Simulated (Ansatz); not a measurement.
# C12H16Si: the cost of one run

Program: Ansatz 0.2.0. Level of theory: DFT PBE, Gaussian basis def2-TZVP. These are calculated values, not measurements.

## (1) The starting structure

Bond lengths (14 of 31 bonds, heavy atoms first): C1–Si2 1.824 Å, Si2–C3 1.883 Å, C3–C4 1.562 Å, Si2–C5 1.883 Å, C4–C5 1.562 Å, Si2–C6 1.847 Å, C6–C7 1.421 Å, C7–C8 1.400 Å, C8–C9 1.372 Å, C9–C10 1.500 Å, C10–C11 1.564 Å, C9–C12 1.371 Å, C11–C12 1.500 Å, C6–C13 1.409 Å. Angles (14 of 60 angles, heavy atoms first): C1–Si2–C3 112.7°, C1–Si2–C5 112.7°, C1–Si2–C6 116.3°, C3–Si2–C5 76.0°, C3–Si2–C6 116.4°, C5–Si2–C6 116.4°, Si2–C3–C4 88.3°, C3–C4–C5 95.8°, Si2–C5–C4 88.3°, Si2–C6–C7 120.6°, Si2–C6–C13 120.6°, C7–C6–C13 118.8°, C6–C7–C8 121.5°, C7–C8–C9 117.4°.

As a file:

```xyz
29

C    -2.1381    1.7519   -1.3260
Si   -1.6108    0.2985   -0.3575
C    -2.3055   -1.3161   -1.0329
C    -3.5925   -1.0628   -0.1848
C    -2.8869   -0.2213    0.9259
C     0.1555    0.2717    0.1822
C     0.5403    0.8412    1.4256
C     1.8735    0.8347    1.8527
C     2.7990    0.2555    1.0215
C     4.2530   -0.0733    0.8579
C     3.8515   -0.7059   -0.5154
C     2.4466   -0.2987   -0.1821
C     1.1458   -0.3099   -0.6333
H    -2.0031    2.6803   -0.7618
H    -3.1941    1.6974   -1.6090
H    -1.5609    1.8482   -2.2512
H    -1.7353   -2.1956   -0.7180
H    -2.4661   -1.3596   -2.1126
H    -4.3738   -0.5081   -0.7268
H    -4.0712   -1.9782    0.1847
H    -3.4953    0.5784    1.3548
H    -2.4633   -0.8247    1.7349
H    -0.2030    1.2977    2.0791
H     2.1614    1.2694    2.8028
H     4.9377    0.7779    0.7757
H     4.6734   -0.7877    1.5741
H     4.3061   -0.2167   -1.3839
H     4.0417   -1.7825   -0.5854
H     0.9143   -0.7620   -1.5935
```

## (2) Relaxing the atoms: C12H16Si

Contents of input.yaml:

```yaml
relax:
  f_tol: 0.001
  max_steps: 200
crystal:
  periodic: [false, false, false]
  atoms:
    - { symbol: C, position_ang: [-2.1381, 1.75189, -1.32596] }
    - { symbol: Si, position_ang: [-1.61083, 0.29855, -0.3575] }
    - { symbol: C, position_ang: [-2.30549, -1.31606, -1.03289] }
    - { symbol: C, position_ang: [-3.59251, -1.06282, -0.18481] }
    - { symbol: C, position_ang: [-2.88693, -0.2213, 0.92594] }
    - { symbol: C, position_ang: [0.15552, 0.27166, 0.18224] }
    - { symbol: C, position_ang: [0.5403, 0.84123, 1.42558] }
    - { symbol: C, position_ang: [1.87352, 0.83467, 1.8527] }
    - { symbol: C, position_ang: [2.79899, 0.25551, 1.02147] }
    - { symbol: C, position_ang: [4.25303, -0.07332, 0.85787] }
    - { symbol: C, position_ang: [3.85154, -0.70587, -0.51543] }
    - { symbol: C, position_ang: [2.44661, -0.2987, -0.18214] }
    - { symbol: C, position_ang: [1.14578, -0.30991, -0.63331] }
    - { symbol: H, position_ang: [-2.00307, 2.68029, -0.76178] }
    - { symbol: H, position_ang: [-3.19408, 1.69736, -1.60902] }
    - { symbol: H, position_ang: [-1.56088, 1.84825, -2.25116] }
    - { symbol: H, position_ang: [-1.73526, -2.19559, -0.71804] }
    - { symbol: H, position_ang: [-2.4661, -1.35956, -2.11264] }
    - { symbol: H, position_ang: [-4.37383, -0.50805, -0.72678] }
    - { symbol: H, position_ang: [-4.07118, -1.97816, 0.18468] }
    - { symbol: H, position_ang: [-3.49531, 0.5784, 1.3548] }
    - { symbol: H, position_ang: [-2.46332, -0.82468, 1.73485] }
    - { symbol: H, position_ang: [-0.20297, 1.29772, 2.07908] }
    - { symbol: H, position_ang: [2.16144, 1.2694, 2.8028] }
    - { symbol: H, position_ang: [4.93766, 0.77794, 0.77574] }
    - { symbol: H, position_ang: [4.67342, -0.78772, 1.57413] }
    - { symbol: H, position_ang: [4.30607, -0.21673, -1.3839] }
    - { symbol: H, position_ang: [4.04171, -1.78246, -0.58543] }
    - { symbol: H, position_ang: [0.91431, -0.76195, -1.59352] }
basis:
  gaussian: { orbitals: def2-TZVP }
hamiltonian:
  xc: pbe
```

Started as:

```
ansatz run input.yaml --threads 8 --pin off --max-ram 10240MiB --backend cpu --events-out ev --progress --plain --runs-dir out
```

**Question.** How long does this run take on 8 threads of Arm Neoverse N1, shared host, and how much memory does it need?

About 17 min, with a peak of 1.5 GiB.
